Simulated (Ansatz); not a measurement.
# Cl5Sn: the cost of one run

Method: PBE0-D4/def2-SVPD; program: Ansatz 0.2.0, Gaussian basis.

94 further runs of the same task are left out: 94 set aside as unsound or not needed.

**1. The starting structure**

The start, a pair relaxed at PBE0-D4: SMILES `[Cl-].Cl[Sn](Cl)(Cl)Cl`, 6 atoms, charge -1, spin multiplicity 1.

Atoms are counted from 1 here; the program's logs count them from 0.

Bond lengths: Cl2–Sn3 2.355 Å, Sn3–Cl4 2.355 Å, Sn3–Cl5 2.355 Å, Sn3–Cl6 2.346 Å. Angles: Cl2–Sn3–Cl4 103.0°, Cl2–Sn3–Cl5 103.0°, Cl2–Sn3–Cl6 115.3°, Cl4–Sn3–Cl5 103.0°, Cl4–Sn3–Cl6 115.3°, Cl5–Sn3–Cl6 115.3°.

Coordinates:

| atom | x (Å) | y (Å) | z (Å) |
| --- | --- | --- | --- |
| Cl1 | 0.9379 | -0.5061 | -4.1147 |
| Cl2 | -1.7324 | -1.4343 | 1.5610 |
| Sn3 | -0.1577 | 0.0850 | 0.6917 |
| Cl4 | -1.0673 | 2.1788 | 1.2680 |
| Cl5 | 1.6596 | -0.1291 | 2.1733 |
| Cl6 | 0.3599 | -0.1943 | -1.5792 |

**2. The run**

Contents of md/in.yaml:

```yaml
crystal:
  periodic: [false, false, false]
  atoms:
    - {symbol: Cl, position_ang: [0.937892, -0.506087, -4.114705]}
    - {symbol: Cl, position_ang: [-1.732375, -1.434319, 1.560961]}
    - {symbol: Sn, position_ang: [-0.157685, 0.085019, 0.691675]}
    - {symbol: Cl, position_ang: [-1.067325, 2.178828, 1.268037]}
    - {symbol: Cl, position_ang: [1.659623, -0.129135, 2.173309]}
    - {symbol: Cl, position_ang: [0.359871, -0.194306, -1.579176]}
basis:
  gaussian: {orbitals: def2-SVPD}
total_charge: -1
hamiltonian: {xc: pbe0, dispersion: d4}
md: {n_steps: 60, timestep: 0.25, temperature: 700, ensemble: nvt_nose_hoover, seed: 942, initial_velocities: maxwell_boltzmann}
```

Run with:

```bash
$ ansatz run in.yaml --threads 2 --pin off --events-out ev --progress --plain --max-ram 20480MiB --backend cuda --devices 0, --max-vram 18GiB
```

**Question.** How long does this run take on 1 × a share of an NVIDIA H100 with 2 threads of AMD EPYC 7R13, shared host, and how much memory does it need?

About 2.6 min, with a peak of 0.94 GiB on the host.
